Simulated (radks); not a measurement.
**Ionisation energy and size from Tb⁺ to Lu⁺**

An exercise on one series of results from a longer session: the logs are not shown, and one member is left open.

Program: radks (a radial shooting solver on a logarithmic mesh, Libxc functionals) version 1. Level of theory: scalar-relativistic Kohn-Sham, LDA (Slater exchange, Perdew-Wang correlation), spin-polarised, spherical densities, finite nucleus; open shells are filled with parallel spins first. These are calculated values, not measurements, unless marked.

**What is computed**

* species: Tb⁺, Dy⁺, Ho⁺, Er⁺, Tm⁺, Yb⁺, Lu⁺
* runs: 14, each species and its next ion

The first run:

The run's settings:

```text
Z 65
configuration [Xe] 4f9 6s1
relativity scalar-relativistic
functional lda,pw
spin polarised
nucleus finite rms 5.06 fm
c 137.035999084
```

Steps of the session up to this table: Tb⁺, [Xe] 4f9 6s1; Tb²⁺, [Xe] 4f9; Dy⁺, [Xe] 4f10 6s1; Dy²⁺, [Xe] 4f10; Ho⁺, [Xe] 4f11 6s1; Ho²⁺, [Xe] 4f11; Er⁺, [Xe] 4f12 6s1; Er²⁺, [Xe] 4f12; Tm⁺, [Xe] 4f13 6s1; Tm²⁺, [Xe] 4f13; Yb⁺, [Xe] 4f14 6s1; Yb²⁺, [Xe] 4f14; Lu⁺, [Xe] 4f14 6s2; Lu²⁺, [Xe] 4f14 6s1.

One of the session's tables, all rows but one given; the rest of the session is left out.

```
species  Δ-SCF (eV)  −ε(HOMO) (eV)  its <r> (bohr)
    Tb⁺      11.989          7.501            3.68
    Dy⁺      12.121          8.135            3.64
    Ho⁺      12.251          8.692            3.60
    Er⁺      12.382          9.184            3.56
    Tm⁺      12.515          9.618            3.52
    Yb⁺           ?              ?               ?
    Lu⁺      14.328         11.286            3.24
```

**Question.** Estimate the row for Yb⁺.

**Answer.** Δ-SCF (eV): 12.650; −ε(HOMO) (eV): 9.862; its <r> (bohr): 3.48. In the column «Δ-SCF (eV)» it lies between Tm⁺ (12.515) and Lu⁺ (14.328).

Caveats from the session: For Tb⁺, Dy⁺, Ho⁺, Er⁺, Tm⁺ the highest level isn't the widest one, so −ε(HOMO) and <r> belong to different orbitals, and Δ-SCF follows the ion's typed configuration. Open shells are spherical and high-spin; term and fine-structure splittings are not resolved.
